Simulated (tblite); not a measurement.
# C5H10O3SSi: the cost of one run

Computed with tblite 0.8.0 and PySCF 2.14.0, with density-fitted response routines of our own, on a single molecule in the gas phase. Atoms are numbered from 0 throughout.

### Step 1. Starting geometry

20 atoms, charge 0, multiplicity 1; geometry from: force field or distance geometry start.

Bonds of the start (Å): C0–C1 1.51, C1–C2 1.51, C2–S3 1.82, S3–O4 1.43, S3–O5 1.45, S3–O6 1.61, C1–C7 1.35, C7–C8 1.41, C8–Si9 2.27, Si9–C7 1.71, C0–H10 1.08, C0–H11 1.10, C0–H12 1.09, C2–H13 1.09, C2–H14 1.10, O6–H15 0.97, C8–H16 1.09, C8–H17 1.08, Si9–H18 1.48, Si9–H19 1.49.

### Step 2. Relaxing the molecule with GFN2-xTB

The job: settings as JSON, then the geometry in Å.

```
{"job": {"kind": "relax", "xc": "GFN2-xTB", "basis": "xTB"}, "charge": 0, "multiplicity": 1}
C     -0.150400    -2.021100     0.179100
C      0.085100    -0.532200     0.313000
C     -1.139600     0.308400     0.562700
S     -2.175200     0.372500    -0.930300
O     -1.476500     0.997600    -2.010300
O     -2.898000    -0.880300    -1.085300
O     -3.238500     1.474000    -0.418100
C      1.315900     0.023800     0.295200
C      1.690400     1.372900     0.431400
Si     2.934700    -0.493400     0.069800
H      0.753900    -2.612500     0.261400
H     -0.838700    -2.370900     0.969300
H     -0.612900    -2.241600    -0.781800
H     -0.898700     1.348800     0.803000
H     -1.758100    -0.093100     1.373300
H     -3.192900     2.232400    -1.021300
H      2.163700     1.690900     1.354900
H      1.970500     1.914300    -0.462600
H      3.631200    -0.057800    -1.166600
H      3.828800    -0.422200     1.260300
```

The run is started by

```console
$ OMP_NUM_THREADS=1 python probes_run.py task.json out
```

This one command runs all jobs of the session in turn.

Q: Estimate the wall time and peak memory of this first job on 1 thread of Arm Neoverse N1, shared host.

About 2.6 s, with a peak of 0.18 GiB.
